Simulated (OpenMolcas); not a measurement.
**One shape, several levels: C2H8OSi (SMILES CC[SiH2]O)**

Wanted: a comparison of 6 runs (HF/cc-pVDZ, B3LYP/6-31G*, B2PLYP/cc-pVDZ, M06-L/cc-pVDZ, TPSS/cc-pVDZ, CCSD(T)/cc-pVDZ) of C2H8OSi. 

The results are computed with OpenMolcas 26.06.

1 further run of the same task is left out (set aside as unsound or not needed).

### 1 The molecule

The species is C2H8OSi (12 atoms), meant as a singlet with charge 0. As SMILES, `CC[SiH2]O`. The coordinates come from a PBE0-D4/def2-TZVP relaxation. This is one conformer, not always the lowest.

Bond lengths: C1–C2 1.526 Å, C2–Si3 1.868 Å, Si3–O4 1.653 Å, C1–H5 1.094 Å, C1–H6 1.093 Å, C1–H7 1.093 Å, C2–H8 1.096 Å, C2–H9 1.097 Å, Si3–H10 1.494 Å, Si3–H11 1.484 Å, O4–H12 0.957 Å. Some angles: C1–C2–Si3 113.6°, C2–Si3–O4 112.4°, C1–C2–H8 110.5°, C1–C2–H9 110.5°, Si3–C2–H8 108.4°, Si3–C2–H9 107.5°, C2–C1–H5 111.5°, C2–C1–H6 111.3°, C2–C1–H7 111.8°, C2–Si3–H10 108.7°.

### 2 Energy and gradient at HF/cc-pVDZ (run 1)

run.input

```
* C2H8OSi Hartree-Fock

&GATEWAY
 BasLib=$CurrDir
 Coord
 12
 angstrom
 C       -1.462000      -0.315100      -0.130400
 C       -0.193100      -0.595200       0.670600
 Si       1.348100       0.138200      -0.088600
 O        1.258000       1.782700      -0.229600
 H       -1.384700      -0.701300      -1.150800
 H       -1.659100       0.758300      -0.198700
 H       -2.341400      -0.775300       0.326800
 H       -0.292100      -0.210900       1.691700
 H       -0.031100      -1.675800       0.767200
 H        1.555800      -0.473500      -1.435500
 H        2.530600      -0.124900       0.769100
 H        0.748100       2.137600      -0.957900
 Basis=cc-pVDZ
 Group=NoSym

&SEWARD

&SCF
 Thresholds=1e-10 1e-07 1e-07 1e-05
 PrOrbitals=1

&ALASKA
```

The basis set cc-pVDZ is read from a file made from the Basis Set Exchange's data (not shown).

The run is started by

```console
$ export MOLCAS_MEM=1860
$ pymolcas run.input > run.log
```

Output:

```text
--- Start Module: gateway ---
[...]
--- Stop Module: gateway /rc=_RC_ALL_IS_WELL_ ---
[...]
      Basis functions          100
[...]
--- Start Module: scf ---
[...]
       Convergence after  12 Iterations
[...]
::    Total SCF energy                               -444.2364072515
[...]
      Total spin, S                                     0.0000000000
[...]
      Total electronic charge=   42.000000
      Total            charge=   -0.000000
[...]
      Dipole Moment (debye):
      Origin of the operator (angstrom)=    0.4879    0.2681    0.0019
                   X= -1.4290E+00               Y= -4.9004E-01               Z= -7.7341E-01           Total=  1.6971E+00
      Quadrupole Moment (debye*angstrom):
[...]
 *              Molecular gradients               *
 **************************************************
  Irreducible representation: a
 ------------------------------------------------------------------------------------------
                              X                       Y                       Z
 ------------------------------------------------------------------------------------------
  C1                5.03091627178698E-03   -9.70874438334102E-05    1.31718741299136E-03
  C2                1.39805787849667E-03    2.84088351709411E-03   -4.41638444684944E-03
  SI3              -9.24625832207404E-03    1.31734361523650E-02    3.67290445415724E-04
  O4                9.48514376877618E-03   -2.01917926919144E-02    1.33905160380414E-02
  H5                1.77323774547322E-04    2.65740641314238E-04    5.15769477225092E-05
  H6               -8.86008331260069E-05   -1.05596381931861E-04   -5.34596417666733E-05
  H7               -1.37955685735491E-04   -2.32377332831657E-05    1.33282588803407E-04
  H8                4.82365227798653E-04    6.33441453443684E-05    1.37216505534887E-04
[...]
```

Wall time 14 s (1 thread of AMD EPYC 7R43 (Zen 3), shared host); peak memory 0.56 GiB.

### 3 Energy and forces at B3LYP/6-31G(d) (Cartesian functions) (run 2)

geom.xyz

```xyz
12

C     -1.462000    -0.315100    -0.130400
C     -0.193100    -0.595200     0.670600
Si     1.348100     0.138200    -0.088600
O      1.258000     1.782700    -0.229600
H     -1.384700    -0.701300    -1.150800
H     -1.659100     0.758300    -0.198700
H     -2.341400    -0.775300     0.326800
H     -0.292100    -0.210900     1.691700
H     -0.031100    -1.675800     0.767200
H      1.555800    -0.473500    -1.435500
H      2.530600    -0.124900     0.769100
H      0.748100     2.137600    -0.957900
```

run.input

```
* C2H8OSi Kohn-Sham DFT
>>> EXPORT MOLCAS_PRINT=2

&gateway
 baslib = $CurrDir
 coord = geom.xyz
 basis = 6-31Gs
 group = NoSym

&seward
 gridinput
 Grid=UltraFine
 End of Grid

&scf
 ksdft = B3LYP
 thresholds = 1e-10 1e-07 1e-07 1e-05
 prorbitals = 1 1

&alaska
```

The basis set 6-31G* is read from a file made from the Basis Set Exchange's data (not shown).

The run is started by

```console
$ export MOLCAS_MEM=1860
$ pymolcas run.input > run.log
```

Output:

```text
--- Start Module: gateway ---
[...]
--- Stop Module: gateway /rc=_RC_ALL_IS_WELL_ ---
[...]
      Basis functions           80
[...]
--- Start Module: scf ---
[...]
       Convergence after  13 Iterations
[...]
::    Total KS-DFT energy                            -445.7827364525
[...]
      Total spin, S                                     0.0000000000
[...]
      Total electronic charge=   42.000000
      Total            charge=   -0.000000
[...]
      Dipole Moment (debye):
      Origin of the operator (angstrom)=    0.4879    0.2681    0.0019
                   X= -1.4466E+00               Y= -3.8447E-01               Z= -7.7987E-01           Total=  1.6878E+00
      Quadrupole Moment (debye*angstrom):
[...]
 *              Molecular gradients               *
 **************************************************
  Irreducible representation: a
 ------------------------------------------------------------------------------------------
                              X                       Y                       Z
 ------------------------------------------------------------------------------------------
  C1                3.62749199178580E-03   -2.15088558874976E-04    1.32289078029557E-03
  C2               -2.09566193405220E-03    2.18924075674121E-03   -2.87372743778924E-03
  SI3              -4.53566928374372E-03    6.53127150212285E-03    1.54397542236961E-03
  O4               -4.82127687943823E-03   -8.98912095571625E-03   -5.82037120296408E-03
  H5                1.26949267035437E-04    8.95819979000789E-04    2.13526900949601E-03
  H6                4.83106047228121E-04   -2.25945961222118E-03    2.19079834602787E-04
  H7                2.21992705008800E-03    9.76529233720935E-04   -8.05371769935670E-04
  H8                7.63578564487444E-04   -3.32552059719049E-04   -1.95261008208725E-03
[...]
```

Run time: 52 s. Hardware: 1 thread of AMD EPYC 7R43 (Zen 3), shared host; peak memory 0.44 GiB.

Runs 3 to 4 aren't shown in full; the table further down has their settings and results.

### 4 Energy and forces at TPSS/cc-pVDZ (run 5)

job.input

```
* C2H8OSi Kohn-Sham DFT

&GATEWAY
 BasLib=$CurrDir
 Coord
 12
 angstrom
 C       -1.462000      -0.315100      -0.130400
 C       -0.193100      -0.595200       0.670600
 Si       1.348100       0.138200      -0.088600
 O        1.258000       1.782700      -0.229600
 H       -1.384700      -0.701300      -1.150800
 H       -1.659100       0.758300      -0.198700
 H       -2.341400      -0.775300       0.326800
 H       -0.292100      -0.210900       1.691700
 H       -0.031100      -1.675800       0.767200
 H        1.555800      -0.473500      -1.435500
 H        2.530600      -0.124900       0.769100
 H        0.748100       2.137600      -0.957900
 Basis=cc-pVDZ
 Group=NoSym

&SEWARD
 GridInput
 Grid=UltraFine
 End of Grid

&SCF
 KSDFT=2
 1.0 MGGA_X_TPSS
 1.0 MGGA_C_TPSS
 Thresholds=1e-10 1e-07 1e-07 1e-05
 PrOrbitals=1 2

&ALASKA
```

The basis set cc-pVDZ is read from a file made from the Basis Set Exchange's data (not shown).

The run is started by

```console
$ export MOLCAS_MEM=1860
$ pymolcas job.input > job.log
```

Output:

```text
--- Start Module: gateway ---
[...]
--- Stop Module: gateway /rc=_RC_ALL_IS_WELL_ ---
[...]
      Basis functions          100
[...]
--- Start Module: scf ---
[...]
       Convergence after  14 Iterations
[...]
::    Total KS-DFT energy                            -445.8280801510
[...]
      Total spin, S                                     0.0000000000
[...]
      Total electronic charge=   42.000000
      Total            charge=   -0.000000
[...]
      Dipole Moment (debye):
      Origin of the operator (angstrom)=    0.4879    0.2681    0.0019
                   X= -1.3747E+00               Y= -2.0653E-01               Z= -6.6234E-01           Total=  1.5399E+00
      Quadrupole Moment (debye*angstrom):
[...]
 *              Molecular gradients               *
 **************************************************
  Irreducible representation: a
 ------------------------------------------------------------------------------------------
                              X                       Y                       Z
 ------------------------------------------------------------------------------------------
  C1                8.90214581782622E-04    7.40743763392171E-04   -8.17967218082138E-04
  C2                5.16423880554395E-04    4.82075355001221E-04    7.04506036788288E-05
  SI3              -5.95234280349111E-03    2.17870149500969E-02    2.42408153809537E-03
  O4               -7.64080850737425E-03   -2.45076581869235E-02   -1.01177807440647E-02
  H5               -5.61988722778961E-04    3.01931899201802E-03    7.83839721195090E-03
  H6                1.15428266056927E-03   -8.36404181095141E-03    6.66915690014980E-04
  H7                6.91977612575423E-03    3.53499268004276E-03   -3.43484373893022E-03
  H8                1.02349415180314E-03   -2.69756413128475E-03   -7.81981511143570E-03
[...]
```

Run time: 97 s. Hardware: 1 thread of AMD EPYC 7R43 (Zen 3), shared host; peak memory 0.56 GiB.

### 5 The energy at CCSD(T)/cc-pVDZ (Cholesky decomposition) (run 6)

coord.xyz

```xyz
12

C     -1.462000    -0.315100    -0.130400
C     -0.193100    -0.595200     0.670600
Si     1.348100     0.138200    -0.088600
O      1.258000     1.782700    -0.229600
H     -1.384700    -0.701300    -1.150800
H     -1.659100     0.758300    -0.198700
H     -2.341400    -0.775300     0.326800
H     -0.292100    -0.210900     1.691700
H     -0.031100    -1.675800     0.767200
H      1.555800    -0.473500    -1.435500
H      2.530600    -0.124900     0.769100
H      0.748100     2.137600    -0.957900
```

job.input

```
* C2H8OSi CCSD(T)

&GATEWAY
  BasLib
  $CurrDir
  Coord
  coord.xyz
  Basis
  cc-pVDZ
  Group
  NoSym

&SEWARD
  High

&SCF
  Thresholds
  1e-10 1e-07 1e-07 1e-05
  PrOrbitals
  1 1

&CHCC
  Frozen
  8
  Threshold
  1e-08
  MaxIterations
  80

&CHT3
  Frozen
  8
```

The basis set cc-pVDZ is read from a file made from the Basis Set Exchange's data (not shown).

The run is started by

```console
$ export MOLCAS_MEM=1860
$ pymolcas job.input > job.log
```

Output:

```text
--- Start Module: gateway ---
[...]
--- Stop Module: gateway /rc=_RC_ALL_IS_WELL_ ---
[...]
      Basis functions          100
[...]
       Convergence after  12 Iterations
[...]
::    Total SCF energy                               -444.2364071926
[...]
      Total spin, S                                     0.0000000000
[...]
      Total electronic charge=   42.000000
      Total            charge=   -0.000000
[...]
      Dipole Moment (debye):
      Origin of the operator (angstrom)=    0.4879    0.2681    0.0019
                   X= -1.4290E+00               Y= -4.9004E-01               Z= -7.7341E-01           Total=  1.6971E+00
      Quadrupole Moment (debye*angstrom):
[...]
--- Start Module: chcc ---
[...]
--- Stop Module: chcc /rc=_RC_ALL_IS_WELL_ ---
[...]
--- Start Module: cht3 ---
[...]
--- Stop Module: cht3 /rc=_RC_ALL_IS_WELL_ ---
[...]
```

Run time: 3.1 min. Hardware: 1 thread of AMD EPYC 7R43 (Zen 3), shared host; peak memory 0.17 GiB.

### 6 All runs side by side

```tsv
run	level	Cartesian functions	integration grid	energy (Eh)	dipole moment (D) of the reference	HOMO energy (eV)	LUMO energy (eV)	wall time
1	HF/cc-pVDZ	no	–	-444.236407	1.70	-11.28	4.23	14 s
2	B3LYP/6-31G* (Cartesian functions)	yes	UltraFine	-445.782736	1.69	-7.58	0.72	52 s
3	B2PLYP/cc-pVDZ	no	UltraFine	-445.484938	1.62	-9.15	2.14	50 s
4	M06-L/cc-pVDZ	no	UltraFine	-445.760457	1.56	-6.69	0.78	1.8 min
5	TPSS/cc-pVDZ	no	UltraFine	-445.828080	1.54	-6.55	0.29	97 s
6	CCSD(T)/cc-pVDZ (Cholesky decomposition)	no	–	-444.887664	1.70	-11.28	4.23	3.1 min
```

### 7 Results

| quantity | value |
| --- | --- |
| run 6: total energy | -444.88766 Eh |
| run 6: dipole moment (mean-field density) | 1.70 D |
| run 6: HOMO energy (Hartree–Fock orbitals) | -11.28 eV |
| run 6: LUMO energy (Hartree–Fock orbitals) | 4.23 eV |
| run 6: HOMO–LUMO gap (Hartree–Fock orbitals) | 15.51 eV |
| run 6: correlation energy (8 core orbitals frozen) | -651.3 mEh |
| run 6: (T) correction | -15.69 mEh |

What this shows: Over runs 1, 2, 3, 4, 5 the dipole moment (its size) runs from 1.54 D (TPSS/cc-pVDZ) to 1.70 D (HF/cc-pVDZ). Over runs 1, 2, 3, 4, 5 the HOMO–LUMO gap runs from 6.84 eV (TPSS/cc-pVDZ) to 15.51 eV (HF/cc-pVDZ). Exact exchange widens orbital gaps. For B2PLYP the log adds the whole second-order term; the table takes 0.27 of it, as the functional is defined. Totals of different functionals can't be ranked against each other. All runs together took 8.5 min, the longest 3.1 min.
